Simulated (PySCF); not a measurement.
# A gas-phase reaction: CuHO + AsH3O3 → AsCuH2O3 + H2O, part 1 of 2

What reaction energy should one expect for `[OH][Cu]` + `O[As](O)O` → `O[As](O)[O][Cu]` + `O`?

Programs: PySCF 2.14.0. All values are calculated, for the isolated system unless a continuum is named. Atoms count from 0, parts from 1.

### Step 1. The system as given

Each species was relaxed by itself at PBE0-D3(BJ)/def2-SVP.

### Step 2. Reaction energy: PBE0-D3(BJ)/def2-TZVP

What the job is given:

```
{"job": {"kind": "react", "xc": "PBE0", "basis": "def2-TZVP", "disp": "d3bj"}, "charge": 0, "multiplicity": 1}
-1 CuHO charge 0 multiplicity 1
O      0.517250    -0.178400    -0.220710
Cu    -0.653620     1.127700     0.053410
H      0.136380    -0.986510     0.144970

-1 AsH3O3 charge 0 multiplicity 1
O     -0.305240    -1.480930     0.582100
As     0.285640     0.158170     0.909690
O      1.119370     0.192160    -0.684810
O     -1.158520     1.106130     0.503150
H     -0.053020    -1.716560    -0.323260
H      1.672690     0.975670    -0.787290
H     -1.602400     0.751710    -0.280620

+1 AsCuH2O3 charge 0 multiplicity 1
O      0.081690     0.531220     1.367200
As    -1.092660    -0.320890     0.102620
O     -0.025650    -1.752740    -0.106450
O     -0.562930     0.681350    -1.163970
Cu     0.778940     1.710490    -0.215870
H      0.598330    -0.146620     1.826580
H      0.603290    -1.526450    -0.808490

+1 H2O charge 0 multiplicity 1
O      0.001400     0.398730     0.007110
H     -0.755060    -0.196740    -0.001840
H      0.753680    -0.201960    -0.005280
```

Level: PBE0-D3(BJ)/def2-TZVP reaction energy of separated species, gas phase.

Launch:

```sh
$ OMP_NUM_THREADS=1 python cluster_run.py task.json out
```

This one command runs all jobs of the session in turn.

Standard output:

```text
species 1 (CuHO)
coarse grid: 15096 points
cycle   1  E = -1714.5691132611  dE =  1.057e+00  |g| = 3.869e+00  |ddm| = 1.734e+00
cycle   2  E = -1707.4186176697  dE =  7.150e+00  |g| = 8.036e+00  |ddm| = 4.827e+00
cycle   3  E = -1715.5400920305  dE = -8.121e+00  |g| = 2.026e+00  |ddm| = 4.426e+00
cycle   4  E = -1715.4595987958  dE =  8.049e-02  |g| = 1.640e+00  |ddm| = 1.766e+00
cycle   5  E = -1716.0322082351  dE = -5.726e-01  |g| = 1.356e-01  |ddm| = 1.115e+00
cycle   6  E = -1716.0342939126  dE = -2.086e-03  |g| = 2.684e-02  |ddm| = 7.952e-02
cycle   7  E = -1716.0344249852  dE = -1.311e-04  |g| = 5.810e-03  |ddm| = 2.433e-02
cycle   8  E = -1716.0344301547  dE = -5.169e-06  |g| = 2.164e-03  |ddm| = 5.748e-03
final grid: 29624 points
cycle   9  E = -1716.0344509312  dE =  2.432e-06  |g| = 4.597e-03  |ddm| = 4.134e-03
cycle  10  E = -1716.0344360360  dE =  1.490e-05  |g| = 1.057e-02  |ddm| = 8.455e-03
cycle  11  E = -1716.0344547475  dE = -1.871e-05  |g| = 1.331e-03  |ddm| = 5.321e-03
cycle  12  E = -1716.0344548995  dE = -1.519e-07  |g| = 1.367e-04  |ddm| = 3.796e-04
cycle  13  E = -1716.0344549074  dE = -7.914e-09  |g| = 1.095e-04  |ddm| = 2.924e-04
cycle  14  E = -1716.0344549091  dE = -1.695e-09  |g| = 1.239e-05  |ddm| = 1.262e-04
cycle  15  E = -1716.0344549091  dE = -3.047e-11  |g| = 1.332e-06  |ddm| = 1.223e-05
converged SCF energy = -1716.0344549091

species 2 (AsH3O3)
coarse grid: 30288 points
cycle   1  E = -2462.7448538491  dE = -1.945e-01  |g| = 1.249e+00  |ddm| = 2.437e+00
cycle   2  E = -2462.3031781758  dE =  4.417e-01  |g| = 2.006e+00  |ddm| = 1.750e+00
cycle   3  E = -2462.9960553125  dE = -6.929e-01  |g| = 9.223e-02  |ddm| = 1.157e+00
cycle   4  E = -2462.9978519991  dE = -1.797e-03  |g| = 3.234e-02  |ddm| = 9.996e-02
cycle   5  E = -2462.9979900707  dE = -1.381e-04  |g| = 2.133e-02  |ddm| = 3.148e-02
cycle   6  E = -2462.9980715316  dE = -8.146e-05  |g| = 1.945e-03  |ddm| = 1.195e-02
cycle   7  E = -2462.9980722186  dE = -6.870e-07  |g| = 4.417e-04  |ddm| = 1.590e-03
final grid: 62816 points
cycle   8  E = -2462.9980895214  dE = -7.135e-08  |g| = 5.192e-04  |ddm| = 1.615e-03
cycle   9  E = -2462.9980894598  dE =  6.159e-08  |g| = 7.973e-04  |ddm| = 7.661e-04
cycle  10  E = -2462.9980895655  dE = -1.057e-07  |g| = 1.109e-04  |ddm| = 4.615e-04
cycle  11  E = -2462.9980895676  dE = -2.131e-09  |g| = 1.549e-05  |ddm| = 7.489e-05
cycle  12  E = -2462.9980895677  dE = -2.319e-11  |g| = 4.881e-06  |ddm| = 1.007e-05
converged SCF energy = -2462.9980895677

species 3 (AsCuH2O3)
coarse grid: 35256 points
cycle   1  E = -4101.0423157985  dE =  8.658e-01  |g| = 4.002e+00  |ddm| = 2.919e+00
cycle   2  E = -4092.9401182962  dE =  8.102e+00  |g| = 8.425e+00  |ddm| = 6.048e+00
cycle   3  E = -4102.3645451362  dE = -9.424e+00  |g| = 1.699e+00  |ddm| = 5.488e+00
cycle   4  E = -4102.1962881606  dE =  1.683e-01  |g| = 1.527e+00  |ddm| = 1.766e+00
cycle   5  E = -4102.6406545846  dE = -4.444e-01  |g| = 4.332e-01  |ddm| = 1.279e+00
cycle   6  E = -4102.6743492241  dE = -3.369e-02  |g| = 1.493e-01  |ddm| = 3.378e-01
cycle   7  E = -4102.6776189895  dE = -3.270e-03  |g| = 6.326e-02  |ddm| = 1.128e-01
cycle   8  E = -4102.6782087696  dE = -5.898e-04  |g| = 1.456e-02  |ddm| = 4.183e-02
cycle   9  E = -4102.6782465193  dE = -3.775e-05  |g| = 4.620e-03  |ddm| = 1.378e-02
cycle  10  E = -4102.6782513276  dE = -4.808e-06  |g| = 4.741e-03  |ddm| = 7.264e-03
cycle  11  E = -4102.6782559152  dE = -4.588e-06  |g| = 1.619e-03  |ddm| = 4.686e-03
final grid: 70480 points
cycle  12  E = -4102.6783013271  dE =  6.833e-07  |g| = 3.891e-03  |ddm| = 2.836e-03
cycle  13  E = -4102.6782933453  dE =  7.982e-06  |g| = 1.046e-02  |ddm| = 4.855e-03
cycle  14  E = -4102.6783027751  dE = -9.430e-06  |g| = 4.471e-04  |ddm| = 3.221e-03
cycle  15  E = -4102.6783028140  dE = -3.884e-08  |g| = 1.256e-04  |ddm| = 2.855e-04
cycle  16  E = -4102.6783028207  dE = -6.686e-09  |g| = 7.602e-05  |ddm| = 2.675e-04
cycle  17  E = -4102.6783028230  dE = -2.326e-09  |g| = 4.956e-05  |ddm| = 1.766e-04
cycle  18  E = -4102.6783028236  dE = -5.757e-10  |g| = 7.171e-06  |ddm| = 7.476e-05
converged SCF energy = -4102.6783028236

species 4 (H2O)
coarse grid: 2328 points
cycle   1  E = -76.3011524099  dE = -5.325e-03  |g| = 6.578e-01  |ddm| = 9.505e-01
cycle   2  E = -76.2166316859  dE =  8.452e-02  |g| = 9.615e-01  |ddm| = 8.145e-01
cycle   3  E = -76.3783664068  dE = -1.617e-01  |g| = 2.664e-02  |ddm| = 4.966e-01
cycle   4  E = -76.3784880986  dE = -1.217e-04  |g| = 4.635e-03  |ddm| = 1.234e-02
cycle   5  E = -76.3784912064  dE = -3.108e-06  |g| = 5.170e-04  |ddm| = 1.842e-03
final grid: 21952 points
cycle   6  E = -76.3772534257  dE = -1.503e-05  |g| = 2.745e-03  |ddm| = 5.788e-03
cycle   7  E = -76.3772524988  dE =  9.269e-07  |g| = 3.489e-03  |ddm| = 2.685e-03
cycle   8  E = -76.3772544600  dE = -1.961e-06  |g| = 2.537e-04  |ddm| = 1.655e-03
cycle   9  E = -76.3772544706  dE = -1.056e-08  |g| = 1.922e-05  |ddm| = 1.088e-04
cycle  10  E = -76.3772544707  dE = -6.577e-11  |g| = 2.629e-06  |ddm| = 1.044e-05
converged SCF energy = -76.3772544707

Reaction energy = -15.376 kcal/mol
```

Wall time 39 s (1 thread of AMD EPYC, shared host); peak memory 0.68 GiB.

Species by species (with the dispersion term, which the log's SCF energies lack):

| ν | species | energy (Eh) | HOMO (eV) |
| --- | --- | --- | --- |
| -1 | [OH][Cu] | -1716.03523 | -6.65 |
| -1 | O[As](O)O | -2463.00184 | -8.13 |
| +1 | O[As](O)[O][Cu] | -4102.68404 | -6.57 |
| +1 | O | -76.37753 | -8.90 |

### Step 3. Energies of the species: r2SCAN-D4/def2-TZVP

Same as in step 2 but for these lines:

```diff
@@ -1,2 +1,2 @@
-{"job": {"kind": "react", "xc": "PBE0", "basis": "def2-TZVP", "disp": "d3bj"}, "charge": 0, "multiplicity": 1}
+{"job": {"kind": "react", "xc": "r2SCAN", "basis": "def2-TZVP", "disp": "d4"}, "charge": 0, "multiplicity": 1}
 -1 CuHO charge 0 multiplicity 1
```

Level: r2SCAN-D4/def2-TZVP reaction energy of separated species, gas phase.

Standard output:

```text
species 1 (CuHO)
coarse grid: 15096 points
cycle   1  E = -1713.3038697486  dE =  2.625e+00  |g| = 5.299e+00  |ddm| = 2.211e+00
cycle   2  E = -1699.6681031463  dE =  1.364e+01  |g| = 1.064e+01  |ddm| = 6.719e+00
cycle   3  E = -1715.1076165736  dE = -1.544e+01  |g| = 3.284e+00  |ddm| = 6.199e+00
cycle   4  E = -1712.3189340876  dE =  2.789e+00  |g| = 3.580e+00  |ddm| = 3.403e+00
cycle   5  E = -1716.2437135560  dE = -3.925e+00  |g| = 6.833e-01  |ddm| = 3.041e+00
cycle   6  E = -1716.3010172790  dE = -5.730e-02  |g| = 2.164e-01  |ddm| = 7.088e-01
cycle   7  E = -1716.3109407112  dE = -9.923e-03  |g| = 2.880e-02  |ddm| = 2.100e-01
cycle   8  E = -1716.3110029525  dE = -6.224e-05  |g| = 1.166e-02  |ddm| = 1.334e-02
cycle   9  E = -1716.3110138732  dE = -1.092e-05  |g| = 5.953e-03  |ddm| = 3.435e-03
cycle  10  E = -1716.3110167521  dE = -2.879e-06  |g| = 2.009e-03  |ddm| = 3.386e-03
final grid: 29624 points
cycle  11  E = -1716.3109045819  dE =  3.161e-07  |g| = 3.905e-03  |ddm| = 4.226e-03
cycle  12  E = -1716.3108788834  dE =  2.570e-05  |g| = 1.402e-02  |ddm| = 9.576e-03
cycle  13  E = -1716.3109066494  dE = -2.777e-05  |g| = 1.996e-03  |ddm| = 6.595e-03
cycle  14  E = -1716.3109070908  dE = -4.414e-07  |g| = 9.010e-04  |ddm| = 1.719e-03
cycle  15  E = -1716.3109071865  dE = -9.563e-08  |g| = 2.966e-05  |ddm| = 5.091e-04
cycle  16  E = -1716.3109071866  dE = -1.532e-10  |g| = 1.062e-05  |ddm| = 3.083e-05
converged SCF energy = -1716.3109071866

species 2 (AsH3O3)
coarse grid: 30288 points
cycle   1  E = -2463.0886832749  dE = -1.148e-01  |g| = 1.375e+00  |ddm| = 2.465e+00
cycle   2  E = -2462.0954425860  dE =  9.932e-01  |g| = 2.651e+00  |ddm| = 2.244e+00
cycle   3  E = -2463.3859872018  dE = -1.291e+00  |g| = 1.700e-01  |ddm| = 1.701e+00
cycle   4  E = -2463.3930518789  dE = -7.065e-03  |g| = 6.023e-02  |ddm| = 2.163e-01
cycle   5  E = -2463.3937601163  dE = -7.082e-04  |g| = 3.542e-02  |ddm| = 6.614e-02
cycle   6  E = -2463.3939835849  dE = -2.235e-04  |g| = 7.871e-03  |ddm| = 2.344e-02
cycle   7  E = -2463.3939944397  dE = -1.085e-05  |g| = 2.501e-03  |ddm| = 5.835e-03
cycle   8  E = -2463.3939951100  dE = -6.702e-07  |g| = 4.167e-04  |ddm| = 1.410e-03
final grid: 62816 points
cycle   9  E = -2463.3936642135  dE = -1.126e-06  |g| = 3.740e-03  |ddm| = 4.981e-03
cycle  10  E = -2463.3936603888  dE =  3.825e-06  |g| = 5.847e-03  |ddm| = 4.813e-03
cycle  11  E = -2463.3936658995  dE = -5.511e-06  |g| = 1.047e-03  |ddm| = 3.415e-03
cycle  12  E = -2463.3936660460  dE = -1.465e-07  |g| = 1.203e-04  |ddm| = 5.486e-04
cycle  13  E = -2463.3936660462  dE = -2.724e-10  |g| = 1.142e-04  |ddm| = 1.303e-04
cycle  14  E = -2463.3936660486  dE = -2.364e-09  |g| = 9.247e-06  |ddm| = 6.682e-05
cycle  15  E = -2463.3936660486  dE = -9.095e-12  |g| = 3.714e-06  |ddm| = 8.089e-06
converged SCF energy = -2463.3936660486

species 3 (AsCuH2O3)
coarse grid: 35256 points
cycle   1  E = -4087.5480334397  dE =  1.502e+01  |g| = 8.808e+00  |ddm| = 5.383e+00
cycle   2  E = -3958.0528172423  dE =  1.295e+02  |g| = 2.405e+01  |ddm| = 2.195e+01
cycle   3  E = -4076.1242532716  dE = -1.181e+02  |g| = 1.337e+01  |ddm| = 1.577e+01
cycle   4  E = -4090.7367698941  dE = -1.461e+01  |g| = 8.571e+00  |ddm| = 6.798e+00
cycle   5  E = -4085.6376385562  dE =  5.099e+00  |g| = 8.357e+00  |ddm| = 6.007e+00
cycle   6  E = -4101.7140671603  dE = -1.608e+01  |g| = 4.004e+00  |ddm| = 6.601e+00
cycle   7  E = -4097.1128369264  dE =  4.601e+00  |g| = 4.713e+00  |ddm| = 3.900e+00
cycle   8  E = -4103.0032870569  dE = -5.890e+00  |g| = 1.565e+00  |ddm| = 4.046e+00
cycle   9  E = -4102.5730379386  dE =  4.302e-01  |g| = 1.910e+00  |ddm| = 1.695e+00
cycle  10  E = -4103.0677615945  dE = -4.947e-01  |g| = 1.525e+00  |ddm| = 1.650e+00
cycle  11  E = -4103.3056998704  dE = -2.379e-01  |g| = 1.166e-01  |ddm| = 8.726e-01
cycle  12  E = -4103.3059867718  dE = -2.869e-04  |g| = 8.776e-02  |ddm| = 1.680e-01
cycle  13  E = -4103.3078166689  dE = -1.830e-03  |g| = 1.987e-02  |ddm| = 9.057e-02
cycle  14  E = -4103.3078758696  dE = -5.920e-05  |g| = 5.425e-03  |ddm| = 1.538e-02
cycle  15  E = -4103.3078803227  dE = -4.453e-06  |g| = 2.739e-03  |ddm| = 4.785e-03
final grid: 70480 points
cycle  16  E = -4103.3073758466  dE =  1.328e-05  |g| = 1.379e-02  |ddm| = 9.279e-03
cycle  17  E = -4103.3071918294  dE =  1.840e-04  |g| = 4.609e-02  |ddm| = 2.325e-02
cycle  18  E = -4103.3073926696  dE = -2.008e-04  |g| = 4.374e-03  |ddm| = 1.786e-02
cycle  19  E = -4103.3073950154  dE = -2.346e-06  |g| = 1.104e-03  |ddm| = 2.673e-03
cycle  20  E = -4103.3073952137  dE = -1.983e-07  |g| = 3.027e-04  |ddm| = 8.170e-04
cycle  21  E = -4103.3073952282  dE = -1.447e-08  |g| = 1.187e-04  |ddm| = 2.600e-04
cycle  22  E = -4103.3073952300  dE = -1.884e-09  |g| = 4.036e-05  |ddm| = 8.358e-05
cycle  23  E = -4103.3073952304  dE = -3.147e-10  |g| = 8.052e-06  |ddm| = 2.843e-05
converged SCF energy = -4103.3073952304

species 4 (H2O)
coarse grid: 10128 points
cycle   1  E = -76.3265436557  dE =  3.412e-02  |g| = 7.244e-01  |ddm| = 9.624e-01
cycle   2  E = -76.1499992395  dE =  1.765e-01  |g| = 1.222e+00  |ddm| = 9.960e-01
cycle   3  E = -76.4193022293  dE = -2.693e-01  |g| = 3.128e-02  |ddm| = 6.684e-01
cycle   4  E = -76.4195112725  dE = -2.090e-04  |g| = 7.098e-03  |ddm| = 2.298e-02
cycle   5  E = -76.4195181157  dE = -6.843e-06  |g| = 1.826e-03  |ddm| = 3.192e-03
final grid: 21952 points
cycle   6  E = -76.4195924743  dE =  1.678e-06  |g| = 4.650e-03  |ddm| = 3.389e-03
cycle   7  E = -76.4195861192  dE =  6.355e-06  |g| = 7.727e-03  |ddm| = 5.523e-03
cycle   8  E = -76.4195959411  dE = -9.822e-06  |g| = 6.066e-05  |ddm| = 3.503e-03
cycle   9  E = -76.4195959417  dE = -6.397e-10  |g| = 2.869e-06  |ddm| = 2.941e-05
converged SCF energy = -76.4195959417

Reaction energy = -14.322 kcal/mol
```

Run time: 2.8 min. Hardware: 1 thread of AMD EPYC, shared host; peak memory 0.49 GiB.

Reaction energy at this level: -14.32 kcal/mol.

### Step 4. Reaction energy: r2SCAN-D4/aug-cc-pVDZ

Same as in step 3 but for these lines:

```diff
@@ -1,2 +1,2 @@
-{"job": {"kind": "react", "xc": "r2SCAN", "basis": "def2-TZVP", "disp": "d4"}, "charge": 0, "multiplicity": 1}
+{"job": {"kind": "react", "xc": "r2SCAN", "basis": "aug-cc-pVDZ", "disp": "d4", "scf": {"level_shift": 0.1, "guess": "huckel"}}, "charge": 0, "multiplicity": 1}
 -1 CuHO charge 0 multiplicity 1
```

Level: r2SCAN-D4/aug-cc-pVDZ reaction energy of separated species, gas phase.

Standard output:

```text
species 1 (CuHO)
final grid: 29624 points
cycle   1  E = -1715.4855176403  dE =  5.923e-01  |g| = 2.018e+00  |ddm| = 3.406e+00
cycle   2  E = -1714.6882941839  dE =  7.972e-01  |g| = 3.128e+00  |ddm| = 5.271e+00
cycle   3  E = -1716.1430590820  dE = -1.455e+00  |g| = 9.371e-01  |ddm| = 3.192e+00
cycle   4  E = -1716.2923385888  dE = -1.493e-01  |g| = 6.498e-01  |ddm| = 1.072e+00
cycle   5  E = -1716.3340060147  dE = -4.167e-02  |g| = 6.984e-02  |ddm| = 5.698e-01
cycle   6  E = -1716.3341544890  dE = -1.485e-04  |g| = 8.919e-02  |ddm| = 1.360e-01
cycle   7  E = -1716.3347587837  dE = -6.043e-04  |g| = 4.397e-02  |ddm| = 5.132e-02
cycle   8  E = -1716.3350098985  dE = -2.511e-04  |g| = 8.184e-03  |ddm| = 3.407e-02
cycle   9  E = -1716.3350267109  dE = -1.681e-05  |g| = 2.900e-03  |ddm| = 7.694e-03
cycle  10  E = -1716.3350284526  dE = -1.742e-06  |g| = 7.525e-04  |ddm| = 2.992e-03
cycle  11  E = -1716.3350285492  dE = -9.664e-08  |g| = 2.169e-04  |ddm| = 8.217e-04
cycle  12  E = -1716.3350285583  dE = -9.054e-09  |g| = 2.725e-05  |ddm| = 3.408e-04
cycle  13  E = -1716.3350285587  dE = -4.788e-10  |g| = 1.851e-05  |ddm| = 1.042e-04
level shift removed, Fock matrix diagonalised once more
converged SCF energy = -1716.3350285587

species 2 (AsH3O3)
final grid: 62816 points
cycle   1  E = -2462.9771637163  dE = -3.165e-01  |g| = 1.258e+00  |ddm| = 6.069e+00
cycle   2  E = -2462.7366623126  dE =  2.405e-01  |g| = 1.732e+00  |ddm| = 4.433e+00
cycle   3  E = -2463.2790611406  dE = -5.424e-01  |g| = 2.351e-01  |ddm| = 2.032e+00
cycle   4  E = -2463.2937890472  dE = -1.473e-02  |g| = 2.915e-02  |ddm| = 5.205e-01
cycle   5  E = -2463.2939796837  dE = -1.906e-04  |g| = 1.028e-02  |ddm| = 7.518e-02
cycle   6  E = -2463.2939949178  dE = -1.523e-05  |g| = 5.311e-03  |ddm| = 1.795e-02
cycle   7  E = -2463.2939998517  dE = -4.934e-06  |g| = 1.371e-03  |ddm| = 6.664e-03
cycle   8  E = -2463.2940001850  dE = -3.333e-07  |g| = 2.557e-04  |ddm| = 2.121e-03
cycle   9  E = -2463.2940001995  dE = -1.452e-08  |g| = 5.852e-05  |ddm| = 4.554e-04
cycle  10  E = -2463.2940002000  dE = -4.511e-10  |g| = 4.226e-05  |ddm| = 1.433e-04
cycle  11  E = -2463.2940002003  dE = -3.347e-10  |g| = 6.275e-06  |ddm| = 5.414e-05
level shift removed, Fock matrix diagonalised once more
converged SCF energy = -2463.2940002003

species 3 (AsCuH2O3)
final grid: 70480 points
cycle   1  E = -4101.1349021117  dE =  1.314e+00  |g| = 3.122e+00  |ddm| = 7.647e+00
cycle   2  E = -4097.8138585227  dE =  3.321e+00  |g| = 4.839e+00  |ddm| = 1.017e+01
cycle   3  E = -4102.6131000027  dE = -4.799e+00  |g| = 2.097e+00  |ddm| = 6.810e+00
cycle   4  E = -4103.1210325909  dE = -5.079e-01  |g| = 1.245e+00  |ddm| = 2.410e+00
cycle   5  E = -4103.2082477340  dE = -8.722e-02  |g| = 4.710e-01  |ddm| = 1.109e+00
cycle   6  E = -4103.2445934686  dE = -3.635e-02  |g| = 1.654e-01  |ddm| = 5.058e-01
cycle   7  E = -4103.2491811002  dE = -4.588e-03  |g| = 5.844e-02  |ddm| = 2.498e-01
cycle   8  E = -4103.2497197009  dE = -5.386e-04  |g| = 3.342e-02  |ddm| = 7.679e-02
cycle   9  E = -4103.2498687970  dE = -1.491e-04  |g| = 1.192e-02  |ddm| = 3.240e-02
cycle  10  E = -4103.2498883323  dE = -1.954e-05  |g| = 4.488e-03  |ddm| = 1.811e-02
cycle  11  E = -4103.2498917857  dE = -3.453e-06  |g| = 1.417e-03  |ddm| = 6.451e-03
cycle  12  E = -4103.2498921668  dE = -3.811e-07  |g| = 4.012e-04  |ddm| = 1.599e-03
cycle  13  E = -4103.2498922018  dE = -3.499e-08  |g| = 8.527e-05  |ddm| = 5.702e-04
cycle  14  E = -4103.2498922041  dE = -2.328e-09  |g| = 1.579e-05  |ddm| = 1.981e-04
cycle  15  E = -4103.2498922043  dE = -1.846e-10  |g| = 1.270e-05  |ddm| = 5.818e-05
level shift removed, Fock matrix diagonalised once more
converged SCF energy = -4103.2498922043

species 4 (H2O)
final grid: 21952 points
cycle   1  E = -76.3924384857  dE = -1.576e-01  |g| = 2.208e-01  |ddm| = 2.613e+00
cycle   2  E = -76.4004461939  dE = -8.008e-03  |g| = 8.412e-02  |ddm| = 2.675e-01
cycle   3  E = -76.4016838437  dE = -1.238e-03  |g| = 6.976e-03  |ddm| = 8.372e-02
cycle   4  E = -76.4016882977  dE = -4.454e-06  |g| = 7.029e-03  |ddm| = 1.728e-02
cycle   5  E = -76.4016969957  dE = -8.698e-06  |g| = 7.255e-04  |ddm| = 7.305e-03
cycle   6  E = -76.4016971241  dE = -1.284e-07  |g| = 5.743e-05  |ddm| = 8.658e-04
cycle   7  E = -76.4016971253  dE = -1.172e-09  |g| = 8.370e-06  |ddm| = 1.256e-04
cycle   8  E = -76.4016971253  dE = -3.789e-11  |g| = 1.337e-06  |ddm| = 2.334e-05
level shift removed, Fock matrix diagonalised once more
converged SCF energy = -76.4016971253

Reaction energy = -14.412 kcal/mol
```

Run time: 2.6 min. Hardware: 1 thread of AMD EPYC, shared host; peak memory 0.49 GiB.

Reaction energy at this level: -14.41 kcal/mol.

(Continued in part 2 of 2.)
